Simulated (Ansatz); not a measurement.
# GaSb: the cost of one run

Method: DFT LDA, scalar-relativistic, plane waves, PAW, in Ansatz 0.2.0.

The COD entry's cell or inner coordinates are ideal or old and differ from later refinements, so a difference from it is no clean test against experiment.

3 further runs of the same task are left out: 3 set aside as unsound or not needed.

## Step 1: The starting structure

It takes space group F-43m (No. 216, cubic). The conventional cell has a = 6.050 Å, b = 6.050 Å, c = 6.050 Å, α = 90.00°, β = 90.00°, γ = 90.00°. Ga (site symmetry -43m) is surrounded by 4 Sb at 2.62 Å. Sb (site symmetry -43m) is surrounded by 4 Ga at 2.62 Å.

Structure file:

```xyz
2
Lattice="0.0000 3.0251 3.0251 3.0251 0.0000 3.0251 3.0251 3.0251 0.0000" Properties=species:S:1:pos:R:3 pbc="T T T"
Ga    0.0000    0.0000    0.0000
Sb    1.5125    1.5125    1.5125
```

This cell was relaxed beforehand with the same method: volume 27.68 Å³/atom, gap on the mesh none (metal).

## Step 2: The bulk in the cell of the plane

input.yaml reads:

```yaml
crystal:
  lattice:
    - [4.27809114, 0.0, 0.0]
    - [0.0, 6.0501345112, 0.0]
    - [2.13904557, -3.0250672556, 2.13904557]
  atoms:
    - { symbol: Ga, position: [0.0, 0.0, 0.0] }
    - { symbol: Sb, position: [0.5, 0.25, 0.0] }
basis:
  ecutwfc: 420
kpoints:
  mp_grid: { grid: [8, 6, 16] }
hamiltonian:
  xc: lda
scf:
  occupations: { method: gaussian, width: 0.1 }
output:
  forces: true
  stress: true
  eigenvalues: true
```

Command:

```
ansatz run input.yaml --threads 2 --pin off --max-ram 5120MiB --backend cpu --events-out ev --progress --plain --runs-dir out
```

Q: Estimate wall time and peak memory on 2 threads of Intel Xeon Platinum 8488C (Sapphire Rapids), shared host.

About 6.1 s, with a peak of 0.57 GiB.
